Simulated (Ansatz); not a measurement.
CaBi3, space group Pm-3m: a convergence test of the plane-wave cutoff, run with Ansatz 0.2.0 through its Python package.

Input file `cabi3.extxyz`:
```text
4
Lattice="4.97205906 0.0 0.0 0.0 4.97205906 0.0 0.0 0.0 4.97205906" Properties=species:S:1:pos:R:3 pbc="T T T"
Ca    2.48602953    2.48602953    2.48602953
Bi    2.48602953    0.00000000    0.00000000
Bi    0.00000000    2.48602953    0.00000000
Bi    0.00000000    0.00000000    2.48602953
```

`ecut_cabi3.py`:
```python
# -*- coding: utf-8 -*-
"""Convergence of CaBi3 with the plane-wave cutoff."""

import csv

import ansatz as az


def main():
    system = az.Crystal.from_extxyz("cabi3.extxyz")

    calc = system.calculation()
    calc = calc.occupations("fermi_dirac", width=0.1)
    calc = calc.kpoints(5, 5, 5)
    calc = calc.functional("PBEsol").stress()

    rows = []
    for value in [300, 350, 400, 450, 500]:
        r = calc.basis(value).run(threads=1).report
        rows.append((value, r["free_energy_ev"] / len(r["lattice"]["sites"]), r["n_iterations"], sum(r["stress_gpa"][i][i] for i in range(3)) / 3, r["n_pw"]))

    with open("ecut.csv", "w", newline="") as handle:
        writer = csv.writer(handle)
        writer.writerow(["cutoff (eV)", "F/atom (eV)", "iterations", "P (GPa)", "plane waves"])
        writer.writerows([round(v, 5) if isinstance(v, float) else v for v in row] for row in rows)

    # differences from the last row
    for row in rows[:-1]:
        shift = 1000 * (row[1] - rows[-1][1])
        print(f"{row[0]}: {shift:+.2f} meV/atom" + ("  (within 2 meV)" if abs(shift) < 2 else ""))


if __name__ == "__main__":
    main()
```

How fast does the energy converge with the cutoff (threshold 2 meV an atom)?

From 400 eV on it stays within 2 meV an atom of the value at 500 eV; the first row (300 eV) is off by 72.1 meV and the last but one by 0.39 meV. The energy falls steadily, as expected when plane waves are added. The pressure moves from -1.60 to -1.68 GPa (the program's stress holds a Pulay correction, so it settles early). The last run costs about 2.1 times the first.

The run itself:

```console
$ python ecut_cabi3.py
DeckWarning: basis.ecutwfc = 300 eV is below the records' recommended 420 eV, and the density's cutoff is lower with it unless basis.ecutrho_ratio is high enough to keep the records' density cutoff: compare with a run at a higher cutoff
DeckWarning: basis.ecutwfc = 350 eV is below the records' recommended 420 eV, and the density's cutoff is lower with it unless basis.ecutrho_ratio is high enough to keep the records' density cutoff: compare with a run at a higher cutoff
DeckWarning: basis.ecutwfc = 400 eV is below the records' recommended 420 eV, and the density's cutoff is lower with it unless basis.ecutrho_ratio is high enough to keep the records' density cutoff: compare with a run at a higher cutoff
300: +72.14 meV/atom
350: +3.90 meV/atom
400: +1.09 meV/atom  (within 2 meV)
450: +0.39 meV/atom  (within 2 meV)
```
(Warnings from the package without file and line.)

`ecut.csv`, as written:
```csv
cutoff (eV),F/atom (eV),iterations,P (GPa),plane waves
300,-9630.30349,7,-1.60227,1419
350,-9630.37174,7,-1.67212,1839
400,-9630.37454,6,-1.67717,2205
450,-9630.37525,7,-1.68021,2601
500,-9630.37564,7,-1.68099,3119
```

What to keep in mind:
- The mesh is modest for a metal, so energies can be off by several to tens of meV an atom and pressures by half a GPa or more; differences at equal mesh fare better.
- Pressure is positive in compression.
- Spin-orbit coupling, which matters for elements this heavy, is left out.
- This cell is a computed structure, which may not be the phase found in nature.
- Shifts are counted from the last row, which is itself no proven limit.
- Finished in 20 s on 1 thread of Arm Neoverse N1 (shared host), peak memory 0.44 GiB.
